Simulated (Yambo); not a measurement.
# Pb (Fm-3m) in Yambo: notebook, part 2 of 2

Yambo 5.3.0. The steps go on from the part before.

### Step 4. Optical spectrum, LDA

optics1.in reads:

```
optics
chi
Chimod= "HARTREE"
% BndsRnXd
 1 | 32 |
%
NGsBlkXd= 4 Ry
% LongDrXd
 1 | 1 | 0 |
%
% QpntsRXd
 1 | 1 |
%
% EnRngeXd
 0 | 30 | eV
%
% DmRngeXd
 0.2 | 0.2 | eV
%
ETStpsXd= 150
```

scf.in reads:

```
&CONTROL
  calculation = 'scf'
  prefix = 'pwscf'
  outdir = './tmp'
  pseudo_dir = './pseudo'
/
&SYSTEM
  ibrav = 0
  nat = 1
  ntyp = 1
  ecutwfc = 56
  nbnd = 13
  occupations = 'smearing'
  smearing = 'fd'
  degauss = 0.00367493
  force_symmorphic = .true.
/
&ELECTRONS
  conv_thr = 2d-10
  electron_maxstep = 120
  mixing_beta = 0.5
/
ATOMIC_SPECIES
Pb   207.2000 Pb.upf
CELL_PARAMETERS angstrom
   0.0000000000    2.4750200000    2.4750200000
   2.4750200000    0.0000000000    2.4750200000
   2.4750200000    2.4750200000    0.0000000000
ATOMIC_POSITIONS crystal
Pb     0.0000000000    0.0000000000    0.0000000000
K_POINTS automatic
14 14 14 0 0 0
```

nscf.in reads:

```
&CONTROL
  calculation = 'nscf'
  prefix = 'pwscf'
  outdir = './tmp'
  pseudo_dir = './pseudo'
/
&SYSTEM
  ibrav = 0
  nat = 1
  ntyp = 1
  ecutwfc = 56
  nbnd = 32
  occupations = 'smearing'
  smearing = 'fd'
  degauss = 0.00367493
  force_symmorphic = .true.
/
&ELECTRONS
  conv_thr = 1d-08
  diago_full_acc = .true.
  diago_thr_init = 1d-06
/
ATOMIC_SPECIES
Pb   207.2000 Pb.upf
CELL_PARAMETERS angstrom
   0.0000000000    2.4750200000    2.4750200000
   2.4750200000    0.0000000000    2.4750200000
   2.4750200000    2.4750200000    0.0000000000
ATOMIC_POSITIONS crystal
Pb     0.0000000000    0.0000000000    0.0000000000
K_POINTS automatic
14 14 14 0 0 0
```

Potentials or basis: PseudoDojo 0.4.1 SR LDA standard.

The run is started by

```bash
> OMP_NUM_THREADS=1 pw.x -in scf.in > scf.out
> OMP_NUM_THREADS=1 pw.x -in nscf.in > nscf.out
> cd tmp/pwscf.save; p2y; mv SAVE ../..; cd ../..
> OMP_NUM_THREADS=1 yambo
> OMP_NUM_THREADS=1 yambo -F optics1.in -J optics1 -C optics1_out
```

Yambo's report:

```text
[... sections 02.01 to 02.04 as in the set-up run ...]

  [02.05] Energies & Occupations
  ==============================

  [X] === General ===
  [X] Electronic Temperature                        :  0.258606E-1   300.100    [eV K]
  [X] Bosonic    Temperature                        :  0.258606E-1   300.100    [eV K]
  [X] Finite Temperature mode                       : yes
  [X] El. density                                   :  0.46170E+24 [cm-3]
  [X] Fermi Level                                   :  11.07049 [eV]

  [X] === Gaps and Widths ===
  [X] Conduction Band Min                           :  11.07049 [eV]
  [X] Valence Band Max                              :  11.07049 [eV]
  [X] Filled Bands                                  :   6
  [X] Metallic Bands                                :   7   8
  [X] Empty Bands                                   :    9   32

  [X] === Metallic Characters ===
  [X] N of el / N of met el                         :  14.00000   1.82991
  [X] Average metallic occ.                         :  0.228738

  [WARNING] [X] Metallic system

 [03] Transferred momenta grid and indexing
 ==========================================

 IBZ Q-points                                      :  104
 BZ  Q-points                                      :  2744

 K/Q-points units:
 rlu = crystal or reduced units; cc = cartesian coordinates; iku = interal k-units

 Q [  1]        [rlu]:  0.000000  0.000000  0.000000
 Q [  2]        [rlu]:  0.16653E-17  0.16653E-17  0.71429E-01
 Q [  3]        [rlu]: -0.69999E-17  0.68779E-17  0.14286
 Q [  4]        [rlu]: -0.37168E-17 -0.37168E-17  0.21429
 Q [  5]        [rlu]: -0.14000E-16  0.13756E-16  0.28571
 Q [  6]        [rlu]: -0.10717E-16 -0.10717E-16  0.35714
[... 42 lines left out ...]
 Q [ 49]        [rlu]: -0.39852E-17  0.35714      0.35714
 Q [ 50]        [rlu]: -0.27864E-16  0.35714      0.42857

 Remaining 54 points informations can be written running with -fatlog

 [04] Dipoles
 ============

  [04.01] Setup: observables and procedures
  =========================================

  [WF-Oscillators/G space/Transverse up loader] Normalization (few states)  min/max  :  0.66136E-17   1.0000

  [WR./optics1//ndb.dipoles]------------------------------------------------------
   Brillouin Zone Q/K grids (IBZ/BZ)                :   104  2744   104  2744
   RL vectors                                       :  1989 [WF]
   Fragmentation                                    : yes
   Electronic Temperature                           :  300.1000 [K]
   Bosonic    Temperature                           :  300.1000 [K]
   DIP band range                                   :    1   32
   DIP band range limits                            :   8   7
   DIP e/h energy range                             : -1.000000 -1.000000 [eV]
   RL vectors in the sum                            :  1989
   [r,Vnl] included                                 : yes
   Bands ordered                                    : yes
   Direct v evaluation                              : no
   Approach used                                    : G-space v
   Dipoles computed                                 : R V P [G-space]
   Wavefunctions                                    : Slater exchange(X)+Perdew & Wang(C)

  [WARNING] [r,Vnl^pseudo] included in position and velocity dipoles.

  [WARNING] In case H contains other non local terms, these are neglected

 [05] Optics
 ===========

 [X-CG] R(p) Tot o/o(of R):    15590   488403      100

 [WARNING] The system is a metal but Drude term not included.
```

o-optics1.eps_q1_inv_rpa_dyson:

```text
# Absorption @ Q(1):  0.707106781     0.707106781      0.00000000    [q->0 direction]
#
# [ X ] Hartree size                              :   51
# [GEN] GF Energies                               : Slater exchange(X)+Perdew & Wang(C)
# [GEN] Green`s Function                          : Retarded
#
# [GEN] Gauge                                     : Length
# [GEN] [r,Vnl] included                          : yes
#
#    E[1] [eV]          Im(eps)            Re(eps)            Im(eps_o)          Re(eps_o)
#
        0.000000           0.879798E-7        15.44240           0.23910E-17        16.52667
        0.201342           0.307878           15.58576           0.322466           16.67693
        0.402685           0.675346           16.03837           0.706775           17.15114
        0.604027           1.202789           16.87614           1.256829           18.02821
        0.805369           2.141908           18.24296           2.232280           19.45779
        1.006711           4.296989           20.11559           4.460194           21.41974
[... 142 lines left out ...]
        29.79866           0.217579           1.110857           0.356928           1.156278
        30.00000           0.209505           1.138602           0.355071           1.204999
#
```

Wall time 59 s (1 thread of Arm Neoverse V1, shared host); peak memory 0.58 GiB.

Results:

```
Band gap on the k mesh, mean-field level : none (metal or under the smearing width)
Peak of the energy-loss function         : 7.0 eV
```

Dielectric function (along the field direction of the input):
```csv
energy (eV),real part,imaginary part
0.40,16.04,0.68
1.01,20.12,4.30
1.61,19.08,19.19
2.42,2.55,18.70
3.02,-4.91,11.95
3.62,-4.47,7.25
4.43,-4.07,3.10
5.03,-2.86,1.77
5.64,-1.72,0.98
6.44,-0.73,0.56
7.05,-0.09,0.62
7.65,0.17,0.78
8.46,0.20,0.67
9.06,0.27,0.66
9.66,0.33,0.71
10.47,0.52,0.44
11.07,0.45,0.50
11.68,0.53,0.31
12.48,0.65,0.25
13.09,0.67,0.21
13.69,0.76,0.17
14.50,0.88,0.11
15.10,0.98,0.12
15.70,1.02,0.13
16.51,1.15,0.11
17.11,1.24,0.25
17.72,1.22,0.34
18.52,1.28,0.39
19.13,1.14,0.46
19.93,1.10,0.45
```

Energy-loss function:
| energy (eV) | loss |
| --- | --- |
| 0.0 | 0.000 |
| 1.2 | 0.016 |
| 2.6 | 0.054 |
| 3.8 | 0.096 |
| 5.2 | 0.186 |
| 6.4 | 0.662 |
| 7.9 | 1.217 |
| 9.1 | 1.290 |
| 10.5 | 0.940 |
| 11.7 | 0.823 |
| 13.1 | 0.428 |
| 14.3 | 0.180 |
| 15.7 | 0.126 |
| 16.9 | 0.123 |
| 18.3 | 0.192 |
| 19.5 | 0.299 |
| 20.9 | 0.341 |
| 22.1 | 0.349 |
| 23.6 | 0.313 |
| 24.8 | 0.197 |
| 26.2 | 0.317 |
| 27.4 | 0.188 |
| 28.8 | 0.134 |
| 30.0 | 0.156 |

Caveat: the intraband (Drude) term of the metal is left out; these spectra lack excitons.

### Step 5. Summary

| level | potentials or basis | k mesh | k mesh of the self-consistent run | direction of the field or of q to 0 | broadening | kernel | top of the energy range | other keys | gap on the mesh (eV) |
| --- | --- | --- | --- | --- | --- | --- | --- | --- | --- |
| PBE | PseudoDojo 0.4.1 SR PBE standard | 16 × 16 × 16 | 16 × 16 × 16 | x + y + z | 0.3 eV | none (independent particles) | 15 eV | several, not listed | none |
| LDA | PseudoDojo 0.4.1 SR LDA standard | 14 × 14 × 14 | 14 × 14 × 14 | x + y | 0.1 eV | none (independent particles) | 15 eV | - | none |
| LDA | PseudoDojo 0.4.1 SR LDA standard | 14 × 14 × 14 | 14 × 14 × 14 | x + y | 0.2 eV | Hartree (RPA with local fields) | 30 eV | - | none |

Alike in all rows: task optical spectrum; no spin polarisation; cell as given; cutoff (eV) 762; smearing fermi-dirac 0.05 eV.

Caveats: the intraband (Drude) term of the metal is left out; independent-particle spectra lack excitons (some runs); these spectra lack excitons (some runs).

Total energies depend on the potentials used, so only differences within one code and one set of settings carry meaning.
